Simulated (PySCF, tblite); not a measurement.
# Si₅N₃H₁₅, a small molecule taken as a stand-in for a surface group (nitrogen-backed Si): NMR shifts, core binding energies and electronic excitations

What NMR shifts, core binding energies and electronic excitations should one expect for `[SiH3]N[Si]([SiH3])(N[SiH3])N[SiH3]`?

Programs: tblite 0.8.0 and PySCF 2.14.0. All values are calculated, for the isolated system unless a continuum is named. Atoms count from 0, parts from 1.

### Step 1. The system as given

23 atoms, charge 0, multiplicity 1; geometry: distance geometry start.

### Step 2. Relaxing the cluster with GFN2-xTB

The job: settings as JSON, then the geometry in Å.

```
{"job": {"kind": "relax", "xc": "GFN2-xTB", "basis": "xTB"}, "charge": 0, "multiplicity": 1}
Si    -0.941696    -1.874617    -1.047645
N     -1.570266    -0.301103    -0.348048
Si    -0.315645     0.850795     0.264025
N     -1.016958     1.917111     1.514706
Si    -2.104284     3.251412     0.915986
N      0.295725     1.843283    -1.115600
Si     1.630055     3.022774    -0.744119
Si     1.383720    -0.313665     1.140523
H     -1.955187    -2.447983    -1.889517
H      0.205995    -1.634603    -1.810720
H     -0.646414    -2.795509     0.012666
H     -2.361794     0.088238    -0.811544
H     -0.398198     2.168960     2.300110
H     -2.012353     3.342382    -0.495643
H     -1.735006     4.486366     1.512159
H     -3.436851     2.968483     1.291473
H      0.379936     1.372519    -2.019544
H      2.897294     2.360000    -0.865786
H      1.476489     3.502948     0.613532
H      1.579702     4.110819    -1.641619
H      0.881003    -1.384090     1.948032
H      2.193274    -0.818518     0.081757
H      2.168471     0.557877     1.958302
```

Method: GFN2-xTB geometry optimisation, gas phase.

Run with:

```bash
$ OMP_NUM_THREADS=1 python cluster_run.py task.json out
```

One launch serves the whole session: the jobs run in the order shown.

**Question.** The jobs that follow are: PBE0-D3(BJ)/def2-SVP geometry optimisation, gas phase; GIAO PBE0/pcSseg-1 NMR shielding, non-relativistic, gas phase; delta-SCF UKS SCAN, pcX-2 on the ionised atom, pcseg-1 elsewhere, spin-free X2C; TDDFT CAM-B3LYP/def2-SVPD, vertical, gas phase, core orbitals frozen in the response. Predict: point group; rotational constants (main isotopes); 1H shifts against TMS (PBE0/pcSseg-1); 29Si shifts against TMS (PBE0/pcSseg-1); 15N shifts against NH3 (PBE0/pcSseg-1); N1s binding energies, SCAN/pcX-2; Si2p binding energies, SCAN/pcX-2 (standing for 2 of 5 atoms); lowest singlet (CAM-B3LYP/def2-SVPD); brightest single state of those computed; lowest triplet; vertical ionisation energy (ΔSCF).

The runs gave:

| quantity | value |
| --- | --- |
| point group | C1 |
| rotational constants (main isotopes) | 0.84, 0.60, 0.49 GHz |
| 1H shifts against TMS (PBE0/pcSseg-1) | 4.85, 4.74, 4.72, 4.67, 4.66, 4.64, 4.59, 4.58, 4.53, 3.60, 3.40, 3.20, 0.44, 0.26 ppm and more |
| 29Si shifts against TMS (PBE0/pcSseg-1) | -15.0, -55.4, -57.9, -59.8, -113.7 ppm |
| 15N shifts against NH3 (PBE0/pcSseg-1) | 36.5, 33.1, 26.2 ppm |
| N1s binding energies, SCAN/pcX-2 | N5 404.01, N3 403.91, N1 403.88 eV |
| Si2p binding energies, SCAN/pcX-2 (standing for 2 of 5 atoms) | Si2 107.05, Si7 106.39 eV |
| lowest singlet (CAM-B3LYP/def2-SVPD) | 6.28 eV (198 nm), f = 0.024 |
| brightest single state of those computed | state 5, 6.90 eV, f = 0.039 |
| lowest triplet | 5.86 eV |
| vertical ionisation energy (ΔSCF) | 8.89 eV |

What this shows: Relaxing lowered the energy by 0.502 eV in 22 steps; the close pair that moved most is Si0–H10, from 1.428 to 1.496 Å (PBE0/def2-SVP). No frequency check was run at this level, so the end point may be a saddle. At PBE0/pcSseg-1: The largest span, 105 ppm, is at Si6, where the paramagnetic term is -472 ppm. N5 (nitrogen bonded to 2 Si, H) binds its N1s electron 0.13 eV more tightly than N1 (nitrogen bonded to 2 Si, H). Si2 (silicon bonded to 3 N, Si) binds its Si2p electron 0.65 eV more tightly than Si7 (silicon bonded to Si, 3 H). Only 2 of the 5 Si atoms are covered by sound results. The first singlet state (HOMO→LUMO 0.77) lies at 6.28 eV and is weak; of the 6 states computed, the strongest absorption comes from state 5 at 6.90 eV (the last state computed is bright too, and its partners may lie past the list). The lowest triplet lies 0.42 eV below the lowest singlet (triplets in Tamm-Dancoff, singlets in full TDDFT). ΔSCF puts the ionisation energy at 8.89 eV, 0.46 eV above −ε(HOMO). A capped cluster stands for the solid here, so long-range fields and strain are missing, and bands or shifts of the capping hydrogens have no counterpart in it.
